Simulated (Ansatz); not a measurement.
# GaF (Pm-3m) in Ansatz: a series of runs, part 2 of 2

Ansatz 0.2.0. Earlier steps stand in the parts before.

**6. Phonons, LDA**

The input, input.yaml:

```yaml
crystal:
  lattice:
    - [3.16592, 0.0, 0.0]
    - [0.0, 3.16592, 0.0]
    - [0.0, 0.0, 3.16592]
  atoms:
    - { symbol: Ga, position: [0.0, 0.0, 0.0] }
    - { symbol: F, position: [0.5, 0.5, 0.5] }
hamiltonian:
  xc: lda
  pseudopotentials: { kind: paw }
kpoints:
  mp_grid: { grid: [6, 6, 6] }
scf:
  occupations: { method: fixed }
phonons:
  method: dfpt
  dielectric: true
  rigid_motions: translations
```

Potentials or basis: Ansatz PAW.

The run is started by

```
$ ansatz run input.yaml --threads 2 --pin off --max-ram 5632MiB --backend cpu --events-out ev --progress --plain --runs-dir out
```

Log:

```text
Warning: RAYON_NUM_THREADS=2 ignored (pool sized by the plan → 2); use --threads N
Engine: ansatz 0.2.0, aarch64-unknown-linux-gnu
Pseudopotentials: kind: paw
Pseudopotential: Ga, paw, valence charge 13, recommended cutoff 420 eV (normal), Ga.paw.azcp
Pseudopotential: F, paw, valence charge 7, recommended cutoff 420 eV (normal), F.paw.azcp
Functional definition: SPW92
  exchange = slater_x
  correlation = pw_c
Crystal: 2 atoms, lattice volume = 31.732 Å³
Basis set: ecut = 420 eV, 619 PW (Γ), exchange–correlation on 48×48×48 points (8 copies of the dense FFT grid, shifted against one another)
Bands: 14, of which v1, the nominal top of the filled ones, is band 10 counted from 1 (9 counted from 0)
Symmetry: 48 space group operations
k-points: 40 of 216 (irreducible under 8 space group operations, time reversal used)
Non-local potential: Ga, projectors of the file, l = 0: 2, l = 1: 2, l = 2: 3, l = 3: 1
Non-local potential: F, projectors of the file, l = 0: 2, l = 1: 2, l = 2: 1
PAW form: soft (Blöchl's): semilocal exchange-correlation on the pseudo side does not see the compensation charge
PAW frozen core: Ga, regenerated for the run's functional, and the local potential with it (the file was generated under x = pbe(κ = 0.804, μ = 0.2195149727645171), c = pbe(β = 0.06672455060314922))
PAW frozen core: F, regenerated for the run's functional, and the local potential with it (the file was generated under x = pbe(κ = 0.804, μ = 0.2195149727645171), c = pbe(β = 0.06672455060314922))
PAW one-centre angular grid: Ga, 590 points (default); XC on 64 Gauss nodes
PAW one-centre angular grid: F, 110 points (default); XC on 64 Gauss nodes
Initial density: superposition of atomic densities (neutral atoms: chi_scale 0, normalization atom), corrected by the library's trained network
Initial wavefunctions: pseudopotential atomic-orbital guess
Functional: x = slater, c = lda
SCF iter   1: F=—  HF=-4500.447597 eV  |F-HF|=—  |Δ(HF+E_count)|=         —  Δρ=1.77e-2  dr2=7.73e-2  ethr=1.77e-3  ⟨swp⟩=4.0  Hψ=2481  notcnv=0  defer=65
preconditioner: auto → none  [insulator: Δε(μ)=0.398 eV  Ē_g=17.489 eV  n_scr=6 (ndim 8)  ℏωp=29.5 eV  f_vac=0.000  ε∞_Penn≈3.8]
SCF iter   2: F=—  HF=-4500.444900 eV  |F-HF|=—  |Δ(HF+E_count)|=   2.70e-3  Δρ=1.70e-2  dr2=6.23e-2  ethr=3.87e-4  ⟨swp⟩=2.0  Hψ=1356  notcnv=0  defer=69
SCF iter   3: F=—  HF=-4500.429199 eV  |F-HF|=—  |Δ(HF+E_count)|=   1.57e-2  Δρ=1.46e-3  dr2=1.78e-4  ethr=3.11e-4  ⟨swp⟩=2.0  Hψ=783  notcnv=0  defer=58
SCF iter   4: F=—  HF=-4500.429190 eV  |F-HF|=—  |Δ(HF+E_count)|=   9.56e-6  Δρ=3.80e-4  dr2=2.02e-5  ethr=8.91e-7  ⟨swp⟩=2.1  Hψ=1049  notcnv=0  defer=49
SCF iter   5: F=—  HF=-4500.429187 eV  |F-HF|=—  |Δ(HF+E_count)|=   2.37e-6  Δρ=5.76e-5  dr2=5.26e-7  ethr=1.01e-7  ⟨swp⟩=2.0  Hψ=821  notcnv=0
SCF iter   6: F=—  HF=-4500.429194 eV  |F-HF|=—  |Δ(HF+E_count)|=   6.29e-6  Δρ=1.22e-5  dr2=5.02e-8  ethr=2.63e-9  ⟨swp⟩=2.0  Hψ=952  notcnv=0
SCF iter   7: F=—  HF=-4500.429193 eV  |F-HF|=—  |Δ(HF+E_count)|=   1.97e-8  Δρ=1.73e-6  dr2=9.86e-10  ethr=2.51e-10  ⟨swp⟩=2.0  Hψ=913  notcnv=0
[... 37 lines left out ...]
  E_aug_tail   = 0.001953  (compensation charges beyond the density's cutoff)
  E_ewald      = -1738.560515
  E_core_change = 1.841732  (= ΣΔE_core)
  E_smearing   = -0.000000  (= −TS)
  E_closure    = -0.000000  (closes the sum)
  Σ components = -4500.429193   (vs F -4500.429193, Δ=0.00e0)
--- Band table (eV; the first three rows and the last of 40) ---
  k-point 0: bands = ["-16.4078", "-8.8987", "-8.8987", "-8.7311", "-8.7311", "-8.7311", "-0.6784", "1.9760", "1.9760", "1.9760", "13.6560", "13.6560", "13.6560", "15.0942"]
  k-point 1: bands = ["-16.3684", "-8.8963", "-8.8689", "-8.7433", "-8.7433", "-8.7301", "-0.8885", "2.0442", "2.0442", "2.3259", "10.7872", "13.6921", "13.6921", "15.4695"]
  k-point 2: bands = ["-16.2882", "-8.8913", "-8.8108", "-8.7676", "-8.7676", "-8.7281", "-1.2763", "2.1833", "2.1833", "3.3439", "7.7193", "13.7560", "13.7560", "16.5789"]
  k-point 39: bands = ["-16.0249", "-8.8422", "-8.8422", "-8.8422", "-8.6896", "-8.6896", "1.4021", "1.4021", "1.4021", "5.3513", "7.7040", "7.7040", "7.7040", "17.2073"]
--- Phonons (Γ-DFPT): 2 representative perturbations + reference, on 40 of 216 k-points (Σ response iterations 8) ---
  k mesh reduced under 8 symmetry operations, with k and −k counted as one. Each operation leaves every solved perturbation unchanged. A smaller set is not considered because the run solves the response to a homogeneous field
  ASR residual: 1.145e-4 → 0.000e0 eV/Å²; symmetrization residual: 1.346e-6 eV/Å²
  ASR residual per site (eV/Å²): 1.91e-5 1.14e-4
  Γ frequencies (cm⁻¹): -156.35 -156.35 -156.35 0.00 0.00 0.00
  ε∞ (high-frequency dielectric tensor):
        7.447606     0.000000     0.000000
        0.000000     7.447606     0.000000
        0.000000     0.000000     7.447606
  softest optical mode at Γ: -156.35 cm⁻¹; the repairs (sum rule, projections) moved no ω² at Γ by more than (1.32 cm⁻¹)²
  Born effective charges Z* (e; rows j = field, columns β = displacement):
    site 0:
         2.16457    0.00000    0.00000
         0.00000    2.16457    0.00000
         0.00000    0.00000    2.16457
    site 1:
        -2.16457   -0.00000    0.00000
        -0.00000   -2.16457    0.00000
         0.00000    0.00000   -2.16457
  Z* charge neutrality: 2.767e-3 e pre-enforcement
  solved inside a basis spanned on kpoints, on 12×12×12 k-points transformed towards the longest dipole, which do not settle them: ε∞ is read to err by 4.5e-2, Z* by 3.6e-2 e (field_mesh: kpoints solves on kpoints); Z* is corrected for what the basis lacks
  optical modes at Γ without the LO–TO term, one row a degenerate level:
      ω (cm⁻¹)  modes    IR ((D/Å)²/amu)
       -156.35      3            21.7202
  optical modes at Γ + LO–TO along q̂ = [1.0000, 0.0000, 0.0000]:
      ω (cm⁻¹)  modes    IR ((D/Å)²/amu)
       -156.35      2            14.4801
        202.23      1             7.2401
  optical modes at Γ + LO–TO along q̂ = [0.0000, 1.0000, 0.0000]:
      ω (cm⁻¹)  modes    IR ((D/Å)²/amu)
       -156.35      2            14.4801
        202.23      1             7.2401
  optical modes at Γ + LO–TO along q̂ = [0.0000, 0.0000, 1.0000]:
      ω (cm⁻¹)  modes    IR ((D/Å)²/amu)
       -156.35      2            14.4801
        202.23      1             7.2401
```

second_order_force_constants.tsv:

```text
# format = ansatz-second-order-force-constants/2
# a1_ang = 3.16592e0 0e0 0e0
[... 74 lines left out ...]
0	0	0	0	0	0	-1.3421560446732124e0	1.6640034719505718e-31	6.573840876841765e-32	1.6640034719505718e-31	-1.3421560446732124e0	-0e0	6.573840876841765e-32	-0e0	-1.3421560446732124e0
0	1	0	0	0	1	1.3421560446732124e0	-1.6640034719505718e-31	-6.573840876841765e-32	-1.6640034719505718e-31	1.3421560446732124e0	0e0	-6.573840876841765e-32	0e0	1.3421560446732124e0
1	0	0	0	0	0	1.3421560446732124e0	-1.6640034719505718e-31	-6.573840876841765e-32	-1.6640034719505718e-31	1.3421560446732124e0	0e0	-6.573840876841765e-32	0e0	1.3421560446732124e0
1	1	0	0	0	1	-1.3421560446732124e0	1.6640034719505718e-31	6.573840876841765e-32	1.6640034719505718e-31	-1.3421560446732124e0	-0e0	6.573840876841765e-32	-0e0	-1.3421560446732124e0
```

Wall time 21 s (2 threads of Arm Neoverse V2, shared host); peak memory 0.41 GiB.

What came out:

- Free energy: -4500.4292 eV
- Band gap on the k mesh: 0.36 eV, indirect (least direct gap 1.08 eV)
- Electronic dielectric tensor (diagonal): 7.45
- Born charges (mean of the diagonal): Ga +2.16; F -2.16 e
- Highest phonon frequency at Γ, LO-TO splitting left out: 0 cm⁻¹
- Most unstable mode: 156i cm⁻¹

Levels at points of the mesh, in eV from the valence-band top:
```csv
k point,band 8,band 9,band 10,band 11,band 12,band 13
"(0.00, 0.00, 0.00)",-3.38,-3.38,-3.38,8.30,8.30,8.30
"(0.00, 0.00, -0.50)",-3.10,-3.10,-0.72,0.36,8.43,8.43
"(0.00, -0.50, -0.50)",-4.83,-3.00,-2.63,3.47,3.47,9.10
"(-0.50, 0.00, 0.00)",-3.10,-3.10,-0.72,0.36,8.43,8.43
"(-0.50, 0.00, -0.50)",-4.83,-3.00,-2.63,3.47,3.47,9.10
"(-0.50, -0.50, -0.50)",-3.95,-3.95,0.00,2.35,2.35,2.35
```

Phonon frequencies in cm⁻¹ (negative: imaginary):
```tsv
q point	frequencies
(0.000, 0.000, 0.000)	-156 -156 -156 0 0 0
```

Electronic dielectric tensor:
```
7.45 0.00 0.00
0.00 7.45 0.00
0.00 0.00 7.45
```

Born effective charge tensors (e):
atom 1, Ga
```
2.16 0.00 0.00
0.00 2.16 0.00
0.00 0.00 2.16
```
atom 2, F
```
-2.16  0.00  0.00
 0.00 -2.16  0.00
 0.00  0.00 -2.16
```

Caveat: some modes are imaginary; the gap is small at this level, which inflates the dielectric constant; the PAW data sets come from PBE, with cores solved anew for the run's functional, which leaves a small shift of forces and pressure. LDA gaps usually lie below the measured ones, often by a third to a half.

**7. Summary**

| task | level | k mesh | cutoff (eV) | smearing | points for each segment of the path | gap on the mesh (eV) | pressure (GPa) |
| --- | --- | --- | --- | --- | --- | --- | --- |
| band structure | BLYP | 8 × 8 × 8 | 420 | fermi-dirac 0.05 eV | 14 | 0.77 | 3.3 |
| band structure | r2SCAN | 8 × 8 × 8 | 500 | fermi-dirac 0.05 eV | 14 | 0.52 | -1.9 |
| band structure | PBE | 8 × 8 × 8 | 420 | fermi-dirac 0.05 eV | 14 | 0.34 | 0.0 |
| phonons | LDA | 6 × 6 × 6 | 420 | fixed | - | 0.36 | - |

Alike in all rows: potentials or basis Ansatz PAW; no spin polarisation; cell as given.

On the cell as given the gap runs from 0.34 eV (PBE) to 0.77 eV (BLYP); the meshes differ, which moves gaps too. The pressure there spans -1.9 GPa (r2SCAN) to 3.3 GPa (BLYP); a positive pressure means that this level wants a larger cell, a negative one a smaller.

Caveats: the PAW data sets come from PBE, with cores solved anew for the run's functional, which leaves a small shift of forces and pressure (some runs); some modes are imaginary (some runs); the gap is small at this level, which inflates the dielectric constant (some runs).

Absolute energies hang on the potentials; compare differences alone.
